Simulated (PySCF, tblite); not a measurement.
# C3H11B2N: a rotation path, then NMR shifts on frames

How do NMR shifts of C3H11B2N (`BNBCCC`) change as the atoms move?

Programs: tblite 0.8.0 and PySCF 2.14.0, with density-fitted response routines of our own. Each step states its level of theory. These are calculated values for one molecule in the gas phase, unless marked as measured. Atoms are numbered from 0 throughout.

## 1. The starting structure

17 atoms, charge 0, multiplicity 1; geometry from: GFN2-xTB.

Bonds of the start (Å): B0–N1 1.41, N1–B2 1.41, B2–C3 1.59, C3–C4 1.53, C4–C5 1.53, B0–H6 1.17, B0–H7 1.17, N1–H8 1.01, B2–H9 1.17, C3–H10 1.10, C3–H11 1.09, C4–H12 1.09, C4–H13 1.09, C5–H14 1.09, C5–H15 1.09, C5–H16 1.09.

## 2. The rotation path with GFN2-xTB

What the job is given:

```
{"job": {"kind": "neb", "xc": "GFN2-xTB", "basis": "xTB", "atoms": [2, 3, 4, 5], "turn": 120}, "charge": 0, "multiplicity": 1}
B      2.781047     0.328049     0.887227
N      1.457673    -0.024885     0.571921
B      0.967131    -0.655867    -0.593677
C     -0.568983    -1.011793    -0.778759
C     -1.575871    -0.343286     0.163574
C     -1.683918     1.155561    -0.096193
H      3.630817     0.095747     0.118854
H      3.007683     0.850012     1.912854
H      0.762069     0.201168     1.271590
H      1.737194    -0.954812    -1.425127
H     -0.658952    -2.098124    -0.665043
H     -0.876640    -0.810393    -1.808652
H     -2.562214    -0.795291     0.026552
H     -1.287926    -0.518520     1.203936
H     -2.053854     1.336671    -1.103349
H     -2.369946     1.621692     0.608320
H     -0.712306     1.636102    -0.005016
```

Method: GFN2-xTB climbing-image nudged elastic band, gas phase.

Run with:

```bash
> OMP_NUM_THREADS=1 python probes_run.py task.json out
```

One launch serves the whole session: the jobs run in the order shown.

The program printed:

```text
image   E - E0 / eV
  0       0.0000
  1       0.0270
  2       0.0787
  3       0.1198
  4       0.1249
  5       0.0914
  6       0.0422
  7       0.0055
  8      -0.0128
```

Wall time 2.8 s (1 thread of AMD EPYC 7B13, shared host); peak memory 0.19 GiB.

The final band, with the dihedral B2–C3–C4–C5:

| image | dihedral (°) | energy (eV) | energy (kcal/mol) |
| --- | --- | --- | --- |
| 0 | 68 | 0.000 | 0.0 |
| 1 | 82 | 0.027 | 0.6 |
| 2 | 96 | 0.079 | 1.8 |
| 3 | 110 | 0.120 | 2.8 |
| 4 | 124 | 0.125 | 2.9 |
| 5 | 139 | 0.091 | 2.1 |
| 6 | 153 | 0.042 | 1.0 |
| 7 | 167 | 0.005 | 0.1 |
| 8 | 179 | -0.013 | -0.3 |

## 3. Nuclear shieldings: image 0, PBE0/pcSseg-1

What the job is given:

```
{"job": {"kind": "nmr", "xc": "PBE0", "basis": "pcSseg-1", "pop": false}, "charge": 0, "multiplicity": 1}
B      2.781000     0.328000     0.887200
N      1.457700    -0.024900     0.571900
B      0.967100    -0.655900    -0.593700
C     -0.569000    -1.011800    -0.778800
C     -1.575900    -0.343300     0.163600
C     -1.683900     1.155600    -0.096200
H      3.630800     0.095700     0.118900
H      3.007700     0.850000     1.912900
H      0.762100     0.201200     1.271600
H      1.737200    -0.954800    -1.425100
H     -0.659000    -2.098100    -0.665000
H     -0.876600    -0.810400    -1.808700
H     -2.562200    -0.795300     0.026600
H     -1.287900    -0.518500     1.203900
H     -2.053900     1.336700    -1.103300
H     -2.369900     1.621700     0.608300
H     -0.712300     1.636100    -0.005000
```

Method: GIAO PBE0/pcSseg-1 NMR shielding, non-relativistic, gas phase.

The program printed:

```text
coarse grid: 13312 points
cycle   1  E = -225.0509836955  dE =  3.523e-01  |g| = 4.477e-01  |ddm| = 3.344e+00
cycle   2  E = -225.0405934602  dE =  1.039e-02  |g| = 5.144e-01  |ddm| = 7.753e-01
cycle   3  E = -225.1039427641  dE = -6.335e-02  |g| = 6.371e-02  |ddm| = 4.157e-01
cycle   4  E = -225.1047757285  dE = -8.330e-04  |g| = 2.465e-02  |ddm| = 5.981e-02
cycle   5  E = -225.1048988402  dE = -1.231e-04  |g| = 7.196e-03  |ddm| = 1.883e-02
cycle   6  E = -225.1049108814  dE = -1.204e-05  |g| = 1.179e-03  |ddm| = 6.823e-03
cycle   7  E = -225.1049112189  dE = -3.375e-07  |g| = 3.080e-04  |ddm| = 1.149e-03
final grid: 126128 points
cycle   8  E = -225.1359616426  dE = -5.751e-05  |g| = 9.417e-03  |ddm| = 3.497e-02
cycle   9  E = -225.1359510898  dE =  1.055e-05  |g| = 1.177e-02  |ddm| = 1.581e-02
cycle  10  E = -225.1359832178  dE = -3.213e-05  |g| = 1.150e-03  |ddm| = 8.401e-03
cycle  11  E = -225.1359835104  dE = -2.926e-07  |g| = 2.784e-04  |ddm| = 8.841e-04
cycle  12  E = -225.1359835266  dE = -1.614e-08  |g| = 7.587e-05  |ddm| = 2.505e-04
cycle  13  E = -225.1359835280  dE = -1.456e-09  |g| = 1.534e-05  |ddm| = 7.856e-05
cycle  14  E = -225.1359835281  dE = -5.554e-11  |g| = 4.238e-06  |ddm| = 1.583e-05
converged SCF energy = -225.1359835281

GIAO shielding tensors (ppm)
atom      isotropic    diamagn.    paramagn.     s11        s22        s33       span
  0 B       49.737     193.383    -143.646      5.936     25.752    117.523    111.587
  1 N       79.437     323.931    -244.494    -83.693     69.650    252.354    336.046
  2 B       43.876     193.214    -149.338    -11.771     34.885    108.514    120.285
  3 C      159.104     252.243     -93.139    134.063    162.944    180.307     46.243
  4 C      166.514     248.574     -82.061    159.892    165.539    174.109     14.217
  5 C      168.970     248.954     -79.984    155.436    164.591    186.883     31.447
  6 H       26.182      29.494      -3.312     23.864     26.791     27.892      4.028
  7 H       26.160      28.998      -2.838     24.035     26.624     27.821      3.786
  8 H       24.104      34.697     -10.594     20.484     23.111     28.716      8.232
  9 H       25.844      30.993      -5.150     23.667     25.571     28.293      4.626
 10 H       30.390      30.912      -0.522     25.707     28.406     37.058     11.350
 11 H       30.267      31.986      -1.720     26.047     29.313     35.439      9.392
 12 H       30.017      30.366      -0.350     24.902     28.608     36.540     11.638
 13 H       30.178      32.920      -2.742     27.101     28.223     35.210      8.109
 14 H       30.915      30.556       0.359     26.964     28.772     37.010     10.045
 15 H       30.532      29.591       0.941     26.242     27.457     37.897     11.655
 16 H       30.801      32.452      -1.651     25.955     31.165     35.283      9.328
```

Run time: 14 s. Hardware: 1 thread of AMD EPYC 7B13, shared host; peak memory 0.73 GiB.

The references, computed at this level on geometries of the same kind, shield at (ppm): 1H TMS 31.72, 13C TMS 186.9, 15N NH3 267.7, 11B BF3·OEt2 100.1. Their shielding less the atom's gives the shift. The references are single molecules in the gas phase, so shifts against H2O, NH3, PH3, H3PO4 or CFCl3 are not on the usual liquid scales and can be off by tens of ppm. Each atom is listed at this fixed geometry, with no averaging over motion; a spectrum would average atoms that exchange fast.

| atoms | environment | σ (ppm) | δ (ppm) |
| --- | --- | --- | --- |
| C3 | sp3 CH2 bonded to B | 159.1 | 27.8 |
| C4 | sp3 CH2 | 166.5 | 20.4 |
| C5 | methyl carbon | 169.0 | 18.0 |
| H8 | hydrogen on a nitrogen bonded to 2 B | 24.10 | 7.61 |
| H9 | hydrogen on a boron bonded to C, N | 25.84 | 5.87 |
| H7 | hydrogen on a boron bonded to N | 26.16 | 5.56 |
| H6 | hydrogen on a boron bonded to N | 26.18 | 5.53 |
| H12 | hydrogen on an sp3 CH2 | 30.02 | 1.70 |
| H13 | hydrogen on an sp3 CH2 | 30.18 | 1.54 |
| H11 | hydrogen on an sp3 CH2 bonded to B | 30.27 | 1.45 |
| H10 | hydrogen on an sp3 CH2 bonded to B | 30.39 | 1.33 |
| H15 | hydrogen on a methyl carbon | 30.53 | 1.19 |
| H16 | hydrogen on a methyl carbon | 30.80 | 0.92 |
| H14 | hydrogen on a methyl carbon | 30.92 | 0.80 |
| B2 | boron bonded to C, N, H | 43.9 | 56.2 |
| B0 | boron bonded to N, 2 H | 49.7 | 50.3 |
| N1 | nitrogen bonded to 2 B, H | 79.4 | 188.3 |

## 4. Shielding tensors: image 2, PBE0/pcSseg-1

What the job is given:

```
{"job": {"kind": "nmr", "xc": "PBE0", "basis": "pcSseg-1", "pop": false}, "charge": 0, "multiplicity": 1}
B      2.934600     0.086900     0.992400
N      1.592500    -0.129400     0.639200
B      1.055100    -0.596000    -0.580700
C     -0.501400    -0.835100    -0.783600
C     -1.481300    -0.210000     0.222900
C     -2.027000     1.129200    -0.260700
H      3.775600    -0.138000     0.213100
H      3.183000     0.492200     2.064400
H      0.914500     0.079000     1.362200
H      1.799700    -0.862800    -1.445500
H     -0.636200    -1.922900    -0.779400
H     -0.799200    -0.527000    -1.789200
H     -2.323000    -0.884300     0.396700
H     -0.994600    -0.059900     1.190200
H     -2.614900     0.993800    -1.166900
H     -2.669000     1.577400     0.496000
H     -1.215400     1.818600    -0.482200
```

With the program's defaults for keys left out, this is: GIAO PBE0/pcSseg-1 NMR shielding, non-relativistic, gas phase.

The program printed:

```text
coarse grid: 13312 points
cycle   1  E = -225.0489987173  dE =  3.507e-01  |g| = 4.474e-01  |ddm| = 3.341e+00
cycle   2  E = -225.0389754439  dE =  1.002e-02  |g| = 5.130e-01  |ddm| = 7.768e-01
cycle   3  E = -225.1020082109  dE = -6.303e-02  |g| = 6.247e-02  |ddm| = 4.121e-01
cycle   4  E = -225.1027981118  dE = -7.899e-04  |g| = 2.488e-02  |ddm| = 5.786e-02
cycle   5  E = -225.1029241691  dE = -1.261e-04  |g| = 7.027e-03  |ddm| = 1.889e-02
cycle   6  E = -225.1029358472  dE = -1.168e-05  |g| = 1.159e-03  |ddm| = 6.745e-03
cycle   7  E = -225.1029361715  dE = -3.244e-07  |g| = 3.212e-04  |ddm| = 1.130e-03
final grid: 126128 points
cycle   8  E = -225.1338404043  dE = -4.089e-05  |g| = 8.857e-03  |ddm| = 2.354e-02
cycle   9  E = -225.1338314727  dE =  8.932e-06  |g| = 1.100e-02  |ddm| = 1.515e-02
cycle  10  E = -225.1338598269  dE = -2.835e-05  |g| = 1.046e-03  |ddm| = 7.936e-03
cycle  11  E = -225.1338600693  dE = -2.424e-07  |g| = 2.453e-04  |ddm| = 7.750e-04
cycle  12  E = -225.1338600818  dE = -1.251e-08  |g| = 6.230e-05  |ddm| = 2.134e-04
cycle  13  E = -225.1338600828  dE = -1.001e-09  |g| = 1.342e-05  |ddm| = 6.462e-05
cycle  14  E = -225.1338600829  dE = -3.973e-11  |g| = 4.020e-06  |ddm| = 1.349e-05
converged SCF energy = -225.1338600829

GIAO shielding tensors (ppm)
atom      isotropic    diamagn.    paramagn.     s11        s22        s33       span
  0 B       49.982     193.208    -143.226      6.233     26.058    117.655    111.422
  1 N       81.569     324.094    -242.525    -84.544     73.989    255.261    339.805
  2 B       44.502     193.140    -148.638    -11.698     35.762    109.441    121.139
  3 C      159.426     252.255     -92.829    131.571    160.754    185.951     54.379
  4 C      168.261     248.237     -79.975    160.794    166.487    177.503     16.709
  5 C      167.199     247.763     -80.565    150.775    163.961    186.860     36.084
  6 H       26.167      29.384      -3.217     23.886     26.730     27.883      3.997
  7 H       26.175      28.896      -2.721     24.117     26.584     27.824      3.707
  8 H       23.938      34.521     -10.583     19.992     23.199     28.623      8.631
  9 H       25.815      31.063      -5.247     23.523     25.551     28.372      4.849
 10 H       30.349      31.342      -0.993     25.557     28.508     36.983     11.425
 11 H       30.477      32.563      -2.086     25.901     30.339     35.191      9.290
 12 H       30.109      30.990      -0.881     25.074     28.582     36.672     11.598
 13 H       30.246      33.932      -3.686     25.792     29.581     35.364      9.571
 14 H       30.786      29.726       1.059     26.807     28.724     36.827     10.020
 15 H       30.529      29.102       1.427     25.915     27.655     38.016     12.101
 16 H       31.035      31.514      -0.479     27.062     30.041     36.001      8.939
```

Run time: 13 s. Hardware: 1 thread of AMD EPYC 7B13, shared host; peak memory 0.75 GiB.

In short: δ C3 27.5, C5 19.7, C4 18.7, B2 55.6, H8 7.78, H9 5.90 ppm.

(Part 1 of 2 ends here.)
